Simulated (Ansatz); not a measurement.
# F₂GaH₂N: basis-set convergence

The task here is to estimate one member of a computed series from the others.

The runs use Ansatz 0.2.0, Gaussian basis; one geometry, several basis sets.

The runs, in order: PBE0-D4/def2-SVP; ωB97M-V/def2-SVP; PBE0-D4/def2-QZVPP; ωB97M-V/def2-QZVPP; the functionals' def2-TZVPP values are taken from earlier runs.

### The relaxed structure

An earlier PBE0-D4 in a triple-zeta def2 set relaxation fixed the geometry.

SMILES `[NH2][Ga]([F])[F]`, 6 atoms, charge 0, spin multiplicity 1.

Atoms are counted from 1 here; the program's logs count them from 0.

Bond lengths: N1–Ga2 1.790 Å, N1–H5 1.006 Å, N1–H6 1.006 Å, Ga2–F3 1.739 Å, Ga2–F4 1.739 Å. Angles: Ga2–N1–H5 121.0°, Ga2–N1–H6 121.0°, H5–N1–H6 112.8°, N1–Ga2–F3 122.4°, N1–Ga2–F4 122.4°, F3–Ga2–F4 115.1°.

Set-up of the first run:

in.yaml

```yaml
crystal:
  periodic: [false, false, false]
  atoms:
    - {symbol: N, position_ang: [-0.297463, 0.963701, -0.172654]}
    - {symbol: Ga, position_ang: [0.284239, -0.715277, 0.041964]}
    - {symbol: F, position_ang: [1.684991, -1.101638, 0.997658]}
    - {symbol: F, position_ang: [-0.455267, -2.067723, -0.763393]}
    - {symbol: H, position_ang: [0.025128, 1.704833, 0.425698]}
    - {symbol: H, position_ang: [-1.199529, 1.152105, -0.575372]}
basis:
  gaussian: {orbitals: def2-SVP}
hamiltonian: {xc: pbe0, dispersion: d4}
output: {orbitals: {seedname: orbitals}}
```

Steps of the session up to this table: PBE0-D4 in def2-SVP; ωB97M-V in def2-SVP; PBE0-D4 in def2-QZVPP; ωB97M-V in def2-QZVPP.

One table of the session follows, with a row left open; its other results are not shown here.

```
functional       basis  HOMO (eV)
   PBE0-D4    def2-SVP          ?
   PBE0-D4  def2-TZVPP      -8.33
   PBE0-D4  def2-QZVPP      -8.39
   ωB97M-V    def2-SVP     -10.50
   ωB97M-V  def2-TZVPP     -10.74
   ωB97M-V  def2-QZVPP     -10.80
```

**Question.** Estimate the row for PBE0-D4, def2-SVP.

The run gave: HOMO (eV): -8.12. In the column «HOMO (eV)» it is the highest.
